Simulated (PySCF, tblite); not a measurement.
**CH5B2F3Si: geometry, infrared bands and NMR shifts**

What infrared bands and NMR shifts should CH5B2F3Si (`B[SiH](B)C(F)(F)F`) show?

The runs use tblite 0.8.0 and PySCF 2.14.0, with density-fitted response routines of our own; the level of theory stands in each step. All values are computed, except where a source is named. Atoms count from 0, in the outputs and in this text.

## 1. Starting geometry

12 atoms, charge 0, multiplicity 1; geometry from: force field or distance geometry start.

Bonds of the start (Å): B0–Si1 1.94, Si1–B2 1.94, Si1–C3 1.85, C3–F4 1.39, C3–F5 1.39, C3–F6 1.37, B0–H7 1.19, B0–H8 1.20, Si1–H9 1.46, B2–H10 1.18, B2–H11 1.19.

## 2. Geometry optimisation with GFN2-xTB

The job: settings as JSON, then the geometry in Å.

```
{"job": {"kind": "relax", "xc": "GFN2-xTB", "basis": "xTB"}, "charge": 0, "multiplicity": 1}
B     -1.108900     1.350100     0.703700
Si     0.131100     0.277700    -0.338200
B      1.946400     0.421500     0.335400
C     -0.541600    -1.442400    -0.320000
F     -0.747800    -1.949100     0.954400
F     -1.800300    -1.414400    -0.919500
F      0.200400    -2.346600    -1.029800
H     -1.080000     2.522900     0.485900
H     -2.176400     0.882100     0.969100
H      0.047400     0.738100    -1.722700
H      2.624300    -0.502500     0.616000
H      2.506500     1.462000     0.239600
```

On the command line:

```bash
$ OMP_NUM_THREADS=1 python probes_run.py task.json out
```

This one command runs all jobs of the session in turn.

**Question.** This job is followed by: GFN2-xTB harmonic vibrations, gas phase; GIAO PBE0/pcSseg-1 NMR shielding, non-relativistic, gas phase. What will the session give for the following? strongest single infrared mode (GFN2-xTB); zero-point energy (GFN2-xTB); 13C shifts against TMS (PBE0/pcSseg-1); 1H shifts against TMS (PBE0/pcSseg-1, means over atoms taken as alike); 11B shifts against BF3·OEt2 (PBE0/pcSseg-1, means over atoms taken as alike); 29Si shifts against TMS (PBE0/pcSseg-1); 19F shifts against CFCl3 (PBE0/pcSseg-1, means over atoms taken as alike).

The runs gave:

| quantity | value |
| --- | --- |
| strongest single infrared mode (GFN2-xTB) | 2134 cm⁻¹, 279 km/mol |
| zero-point energy (GFN2-xTB) | 38.1 kcal/mol |
| 13C shifts against TMS (PBE0/pcSseg-1) | 144.0 ppm |
| 1H shifts against TMS (PBE0/pcSseg-1, means over atoms taken as alike) | 10.72, 4.82 ppm |
| 11B shifts against BF3·OEt2 (PBE0/pcSseg-1, means over atoms taken as alike) | 116.4 ppm |
| 29Si shifts against TMS (PBE0/pcSseg-1) | -40.7 ppm |
| 19F shifts against CFCl3 (PBE0/pcSseg-1, means over atoms taken as alike) | -62.4 ppm |

In words: Over 88 steps the energy fell by 0.553 eV; of the close pairs, Si1–C3 changed most, 1.847 to 1.977 Å. No mode is imaginary among the 30: a minimum at this level. The strongest single mode, at 2134 cm⁻¹, moves mainly H9. Unscaled tight-binding wavenumbers are off by several per cent, some by more. Its intensities can rank the bands wrongly. At PBE0/pcSseg-1: The widest tensor belongs to B0, B2: span 284 ppm, with a paramagnetic part of -213 ppm.
